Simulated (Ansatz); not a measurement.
# AlCl3H2S: one species, many methods

Aim: compute AlCl3H2S with functionals from several rungs and with coupled cluster, and see how far each lands from CCSD(T) at the basis-set limit for the atomisation energy.

Program: Ansatz 0.2.0, Gaussian basis. Level of theory: functionals in def2-TZVPP, the program's frozen cores in correlated methods. These are calculated values, not measurements.

The runs, in order: LDA (SPW92), PBE-D4, revPBE-D4, BLYP-D4, r2SCAN-D4, B97M-V, PBE0-D4, B3LYP-D4, r2SCANh-D4, r2SCAN0-D4, HSE06-D4, BHLYP-D4, CAM-B3LYP-D4, LC-ωPBE, ωB97X-V, ωB97M-V, B2PLYP, PBE-QIDH; CCSD(T)/def2-SVP; CCSD(T)/def2-TZVPP; MP2/def2-QZVPP; extrapolation to the limit; RPA on PBE.

## (1) The geometry

All runs share one geometry, relaxed beforehand with PBE0-D4 in a triple-zeta def2 set.

SMILES `[SH2+][Al-]([Cl])([Cl])[Cl]`, 7 atoms, charge 0, spin multiplicity 1.

Atoms are counted from 1 here; the program's logs count them from 0.

Bond lengths: S1–Al2 2.468 Å, S1–H6 1.346 Å, S1–H7 1.346 Å, Al2–Cl3 2.100 Å, Al2–Cl4 2.100 Å, Al2–Cl5 2.105 Å. Angles: Al2–S1–H6 95.8°, Al2–S1–H7 95.8°, H6–S1–H7 93.0°, S1–Al2–Cl3 98.6°, S1–Al2–Cl4 98.6°, S1–Al2–Cl5 101.3°, Cl3–Al2–Cl4 118.4°, Cl3–Al2–Cl5 116.8°, Cl4–Al2–Cl5 116.8°.

## (2) LDA

This LDA is Slater exchange with PW92 correlation.

Input file in.yaml:

```yaml
crystal:
  periodic: [false, false, false]
  atoms:
    - {symbol: S, position_ang: [-0.829214, 0.731183, 1.055673]}
    - {symbol: Al, position_ang: [0.397402, -0.804383, -0.436339]}
    - {symbol: Cl, position_ang: [1.691913, -1.654629, 0.982140]}
    - {symbol: Cl, position_ang: [-1.228093, -1.946191, -1.118067]}
    - {symbol: Cl, position_ang: [1.248418, 0.547158, -1.807181]}
    - {symbol: H, position_ang: [-1.399442, 1.450442, 0.071365]}
    - {symbol: H, position_ang: [0.180217, 1.608418, 1.206710]}
basis:
  gaussian: {orbitals: def2-TZVPP}
hamiltonian: {xc: lda}
output: {orbitals: {seedname: orbitals}}
```

The runs that follow: PBE-D4 (GGA); revPBE-D4 (GGA); BLYP-D4 (GGA); r2SCAN-D4 (meta-GGA); B97M-V (meta-GGA); PBE0-D4 (hybrid); B3LYP-D4 (hybrid); r2SCANh-D4 (hybrid); r2SCAN0-D4 (hybrid); HSE06-D4 (hybrid); BHLYP-D4 (hybrid); CAM-B3LYP-D4 (range-separated); LC-ωPBE-D4 (range-separated); ωB97X-V (range-separated); ωB97M-V (range-separated); B2PLYP (double hybrid); PBE-QIDH (double hybrid); CCSD(T) in def2-SVP; CCSD(T) in def2-TZVPP; MP2 in def2-QZVPP; RPA on PBE orbitals.

**Question.** What will the summary of the whole plan be? Wanted: atomisation energy, CCSD(T)/CBS; farthest beyond LDA; mean size of error, GGA; mean size of error, meta-GGA; mean size of error, hybrid; mean size of error, range-separated; mean size of error, double hybrid; gap, smallest and largest; T1 diagnostic.

As calculated:

```
                               quantity                                  value
        atomisation energy, CCSD(T)/CBS                              22.280 eV
    functionals within 0.111 eV (0.5 %)   PBE-D4, r2SCANh-D4, ωB97X-V, ωB97M-V
                    farthest beyond LDA                   BHLYP-D4 (-0.878 eV)
                mean size of error, GGA                               0.473 eV
           mean size of error, meta-GGA                               0.227 eV
             mean size of error, hybrid                               0.348 eV
    mean size of error, range-separated                               0.287 eV
      mean size of error, double hybrid                               0.455 eV
              gap, smallest and largest  5.12 eV (BLYP-D4), 12.82 eV (LC-ωPBE)
                          T1 diagnostic                                 0.0085
triples share of the correlation energy                                  4.1 %
```

**Reading.** LDA overbinds by 2.610 eV (12 %). PBE-D4 misses by -0.071 eV. Double hybrids carry the basis error of their MP2 part in triple zeta, and no dispersion term here, so their miss is partly the set-up's. By mean error the best rung here is meta-GGA (0.227 eV) and the worst beyond LDA is GGA (0.473 eV). The gap between the best rungs is small, so their order is not settled. Misses under about 0.111 eV are within the doubt on the reference itself, which lacks core-valence correlation, relativity and higher excitations. Hartree-Fock recovers 75 % of the binding; the rest is correlation. CCSD(T) in def2-SVP is off by -1.794 eV, which most functionals beat. The gap grows from 5.1 to 12.8 eV across the functionals, mostly with the share of exact exchange.
